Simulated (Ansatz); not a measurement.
# GaH₃+ (doublet): wave-function methods side by side at a displaced geometry (v1), cc-pVTZ

Aim: climb from Hartree-Fock through coupled cluster for GaH₃+ (doublet) at one geometry and basis, and see what each rung misses.

Program: Ansatz 0.2.0, Gaussian basis. Level of theory: cc-pVTZ, core rule «outside noble gas», up to 14 orbitals frozen. These are calculated values, not measurements.

The runs, in order: UHF; CCSD(T) on ROHF; CCSD(T) on UHF; BCCD(T) on ROHF; CCSDT(Q) on ROHF; CCSDT(Q) on UHF.

16 further runs of the same task are left out: 6 for a known fault of the program, 4 that didn't finish, 6 set aside as unsound or not needed.

**1. The system**

The geometry is a PBE0/def2-TZVP stationary point (not a proven minimum) with its atoms shifted at random (size 0.040 Å). No spin-orbit coupling is included. The filled d shell of Ga may be among the frozen orbitals whatever the setting's name suggests; the logs give the count.

4 atoms, charge 1, spin multiplicity 2.

Atoms are counted from 1 here; the program's logs count them from 0.

Bond lengths: Ga1–H3 1.590 Å, Ga1–H4 1.508 Å. Angles: H3–Ga1–H4 170.1°.

**2. UHF**

Input file in.yaml:

```yaml
crystal:
  periodic: [false, false, false]
  atoms:
    - {symbol: Ga, position_ang: [0.000130, 0.025231, 0.001232]}
    - {symbol: H, position_ang: [-0.000704, -2.063503, -0.009922]}
    - {symbol: H, position_ang: [0.047260, 0.190503, -1.579705]}
    - {symbol: H, position_ang: [-0.055517, 0.127689, 1.504438]}
basis:
  gaussian: {orbitals: cc-pVTZ}
total_charge: 1
magnetization: {spin_polarized: true, initial_magnetization: 1}
hamiltonian: {xc: hf}
output: {orbitals: {seedname: orbitals}}
```

Launch:

```
$ ansatz run in.yaml --threads 1 --pin off --events-out ev --progress --plain --max-ram 2393MiB
```

Further steps of the session: CCSD(T) on ROHF; CCSD(T) on UHF; BCCD(T) on ROHF; CCSDT(Q) on ROHF; CCSDT(Q) on UHF.

Before running them: what should the planned runs give, taken together? Wanted: UCCSDT(Q) below the RHF energy; RMP2 from UCCSDT(Q); UMP2 from UCCSDT(Q); RCCSD from UCCSDT(Q); RCCSD(T) from UCCSDT(Q); UCCSD(T) from UCCSDT(Q); RCCSDT(Q) from UCCSDT(Q); T1 diagnostic.

As calculated:

| quantity | value |
| --- | --- |
| UCCSDT(Q) below the RHF energy | -2.2045 eV |
| RMP2 from UCCSDT(Q) | +513.6 meV |
| UMP2 from UCCSDT(Q) | +507.8 meV |
| RCCSD from UCCSDT(Q) | +40.2 meV |
| RCCSD(T) from UCCSDT(Q) | +11.2 meV |
| UCCSD(T) from UCCSDT(Q) | +10.4 meV |
| RCCSDT(Q) from UCCSDT(Q) | +0.7 meV |
| levels within 1 kcal/mol (43 meV) | RCCSD, UCCSD, RCCSD(T), UCCSD(T), BCCD(T), RCCSDT, UCCSDT, RCCSDT(Q) |
| T1 diagnostic | 0.019 |

RCCSD(T) misses by +11.2 meV, 0.5 % of the correlation energy. These misses are within one basis, not against nature; the frozen cores of restricted and unrestricted runs differ, which can shift their rows.
